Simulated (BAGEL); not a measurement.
# ROHF/6-31G(d) (density fitting with cc-pvqz-jkfit, spherical functions) run of CH4ClGeO (SMILES [CH3][Ge]([OH])[Cl])

Aim: the energy change on altering one bond length of CH4ClGeO at ROHF/6-31G* (density fitting with cc-pvqz-jkfit, spherical functions), from 2 runs. 

The results are computed with BAGEL 1.2.2.

2 further runs of the same task are left out: 1 that didn't finish, 1 set aside as unsound or not needed.

## 1. Starting point

CH4ClGeO has 8 atoms, charge 0, and is taken as a doublet. As SMILES, `[CH3][Ge]([OH])[Cl]`. The shape is that of a PBE0-D4/def2-TZVP optimisation. This is one conformer, not always the lowest.

Bond lengths: C1–Ge2 1.958 Å, Ge2–O3 1.780 Å, Ge2–Cl4 2.184 Å, C1–H5 1.090 Å, C1–H6 1.092 Å, C1–H7 1.089 Å, O3–H8 0.961 Å. Angles: C1–Ge2–O3 104.8°, C1–Ge2–Cl4 109.0°, O3–Ge2–Cl4 106.9°, Ge2–C1–H5 109.2°, Ge2–C1–H6 107.2°, Ge2–C1–H7 109.9°, Ge2–O3–H8 113.2°, H5–C1–H6 110.0°, H5–C1–H7 110.2°, H6–C1–H7 110.2°.

## 2. A single-point energy at ROHF/6-31G(d) (density fitting with cc-pvqz-jkfit, spherical functions)

Input file job.json:

```json
{ "bagel": [

{
  "title": "molecule",
  "basis": "6-31gs.json",
  "df_basis": "cc-pvqz-jkfit",
  "angstrom": true,
  "geometry": [
    { "atom": "C", "xyz": [       0.070000,       1.235100,      -0.045900 ] },
    { "atom": "Ge", "xyz": [      -0.661500,      -0.553500,       0.272700 ] },
    { "atom": "O", "xyz": [       0.714600,      -1.504600,       0.880000 ] },
    { "atom": "Cl", "xyz": [      -1.247100,      -1.432100,      -1.639400 ] },
    { "atom": "H", "xyz": [       0.419500,       1.652400,       0.898100 ] },
    { "atom": "H", "xyz": [       0.906900,       1.122600,      -0.737600 ] },
    { "atom": "H", "xyz": [      -0.694800,       1.876200,      -0.480900 ] },
    { "atom": "H", "xyz": [       0.584600,      -2.453200,       0.797100 ] }
  ]
},

{
  "title": "rohf",
  "nopen": 1
},

{
  "title": "print",
  "file": "orbitals.molden",
  "orbitals": true
}

]}
```

The basis set 6-31G* is read from a file made from the Basis Set Exchange's data (not shown).

Launch:

```console
$ BAGEL_NUM_THREADS=1 BAGEL job.json > job.out
```

Log:

```text
* using 1 threads per process

  ===============================================================
  ===============================================================

  *** Geometry ***

  { "atom" : "C", "xyz" : [      0.132281,      2.334001,     -0.086738 ] },
  { "atom" : "Ge", "xyz" : [     -1.250054,     -1.045963,      0.515328 ] },
  { "atom" : "O", "xyz" : [      1.350398,     -2.843282,      1.662959 ] },
  { "atom" : "Cl", "xyz" : [     -2.356677,     -2.706277,     -3.098017 ] },
  { "atom" : "H", "xyz" : [      0.792740,      3.122583,      1.697163 ] },
  { "atom" : "H", "xyz" : [      1.713793,      2.121407,     -1.393862 ] },
  { "atom" : "H", "xyz" : [     -1.312982,      3.545504,     -0.908769 ] },
  { "atom" : "H", "xyz" : [      1.104734,     -4.635876,      1.506301 ] },

  Number of auxiliary basis functions:      782

  Since a DF basis is specified, we compute 2- and 3-index integrals:
    o Being stored without compression. Storage requirement is 0.046 GB

  Number of basis functions:       86
  Number of electrons      :       67

    * METHOD: MOLECULE                             0.88

  *** Open-shell HF ***

  === Nuclear Repulsion ===
   363.2857536708

      * DIIS with orbital gradients will be used.

  === ROHF iteration (6-31gs.json) ===
      0      -2649.42891091          0.03591635           0.55
      1      -2649.55716266          0.02599067           0.49
      2      -2649.60786907          0.01852473           0.44
      3      -2649.65473857          0.00120935           0.48
      4      -2649.65581974          0.00057726           0.55
      5      -2649.65616320          0.00021280           0.52
      6      -2649.65625000          0.00005681           0.53
      7      -2649.65628589          0.00002497           0.50
      8      -2649.65629076          0.00000885           0.52
      9      -2649.65629206          0.00000355           0.56
     10      -2649.65629225          0.00000151           0.55
     11      -2649.65629232          0.00000049           0.55
     12      -2649.65629231          0.00000021           0.52
     13      -2649.65629233          0.00000009           0.40
     14      -2649.65629233          0.00000003           0.40
     15      -2649.65629233          0.00000002           0.43
     16      -2649.65629233          0.00000001           0.48
    * SCF iteration converged.

    * S^2 (ROHF) is 0.7500

    * Permanent dipole moment:
           (    0.138706,    -0.402336,    -0.606644) a.u.

    * METHOD: ROHF                                 8.99

    * METHOD: PRINT                                0.02

  ===============================================================
```

It took 11 s on 1 thread of Intel Xeon Platinum 8488C (Sapphire Rapids), shared host; peak memory 0.2 GiB.

## 3. The distorted shape

Input file input.json:

```json
{ "bagel": [

{
  "title": "molecule",
  "basis": "6-31gs.json",
  "df_basis": "cc-pvqz-jkfit",
  "angstrom": true,
  "geometry": [
    { "atom": "C", "xyz": [      -0.342823,       1.520425,      -0.228087 ] },
    { "atom": "Ge", "xyz": [      -1.074323,      -0.268175,       0.090513 ] },
    { "atom": "O", "xyz": [       0.714600,      -1.504600,       0.880000 ] },
    { "atom": "Cl", "xyz": [      -1.659923,      -1.146775,      -1.821587 ] },
    { "atom": "H", "xyz": [       0.006677,       1.937725,       0.715913 ] },
    { "atom": "H", "xyz": [       0.494077,       1.407925,      -0.919787 ] },
    { "atom": "H", "xyz": [      -1.107623,       2.161525,      -0.663087 ] },
    { "atom": "H", "xyz": [       0.584600,      -2.453200,       0.797100 ] }
  ]
},

{ "title": "rohf", "nopen": 1 },

{ "title": "print", "file": "orbitals.molden", "orbitals": true }

]}
```

The basis set 6-31G* is read from a file made from the Basis Set Exchange's data (not shown).

Launch:

```console
$ BAGEL_NUM_THREADS=1 BAGEL input.json > input.out
```

Log:

```text
* using 1 threads per process

  ===============================================================
  ===============================================================

  *** Geometry ***

  { "atom" : "C", "xyz" : [     -0.647842,      2.873187,     -0.431022 ] },
  { "atom" : "Ge", "xyz" : [     -2.030176,     -0.506777,      0.171045 ] },
  { "atom" : "O", "xyz" : [      1.350398,     -2.843282,      1.662959 ] },
  { "atom" : "Cl", "xyz" : [     -3.136800,     -2.167091,     -3.442301 ] },
  { "atom" : "H", "xyz" : [      0.012618,      3.661770,      1.352879 ] },
  { "atom" : "H", "xyz" : [      0.933670,      2.660593,     -1.738146 ] },
  { "atom" : "H", "xyz" : [     -2.093104,      4.084690,     -1.253053 ] },
  { "atom" : "H", "xyz" : [      1.104734,     -4.635876,      1.506301 ] },

  Number of auxiliary basis functions:      782

  Since a DF basis is specified, we compute 2- and 3-index integrals:
    o Being stored without compression. Storage requirement is 0.046 GB

  Number of basis functions:       86
  Number of electrons      :       67

    * METHOD: MOLECULE                             0.82

  *** Open-shell HF ***

  === Nuclear Repulsion ===
   339.8816122830

      * DIIS with orbital gradients will be used.

  === ROHF iteration (6-31gs.json) ===
      0      -2649.27964545          0.03973628           0.64
      1      -2649.29475546          0.04195881           0.48
      2      -2649.37150922          0.03669323           0.51
      3      -2649.58136923          0.00232606           0.53
      4      -2649.58431013          0.00103676           0.39
      5      -2649.58570314          0.00057908           0.42
      6      -2649.58631025          0.00025416           0.39
      7      -2649.58649802          0.00011002           0.40
      8      -2649.58655431          0.00005394           0.42
      9      -2649.58656865          0.00002567           0.48
     10      -2649.58657243          0.00001068           0.47
     11      -2649.58657334          0.00000602           0.45
     12      -2649.58657408          0.00000237           0.38
     13      -2649.58657409          0.00000127           0.46
     14      -2649.58657420          0.00000064           0.54
     15      -2649.58657425          0.00000029           0.54
     16      -2649.58657431          0.00000015           0.54
     17      -2649.58657432          0.00000008           0.43
     18      -2649.58657433          0.00000004           0.49
     19      -2649.58657433          0.00000002           0.47
     20      -2649.58657433          0.00000001           0.47
     21      -2649.58657433          0.00000001           0.42
    * SCF iteration converged.

    * S^2 (ROHF) is 0.7500

    * Permanent dipole moment:
           (    0.813089,    -1.020371,    -0.155422) a.u.

    * METHOD: ROHF                                10.89

    * METHOD: PRINT                                0.02

  ===============================================================
```

It took 12 s on 1 thread of Intel Xeon Platinum 8488C (Sapphire Rapids), shared host; peak memory 0.2 GiB.

## 4. Results

At ROHF/6-31G* (density fitting with cc-pvqz-jkfit, spherical functions):

| quantity | value |
| --- | --- |
| first shape: total energy | -2649.65629 Eh |
| first shape: dipole moment | 1.88 D |
| first shape: ⟨S²⟩ | 0.750 |
| distorted shape: total energy | -2649.58657 Eh |
| distorted shape: dipole moment | 3.34 D |
| distorted shape: ⟨S²⟩ | 0.750 |
| energy change with the Ge2–O3 bond stretched from 1.780 to 2.313 Å | 1.897 eV |

What this shows: With the Ge2–O3 bond stretched from 1.780 to 2.313 Å the energy rises by 1.90 eV (183 kJ/mol). The first shape isn't relaxed at this level, so the change isn't measured from a minimum.
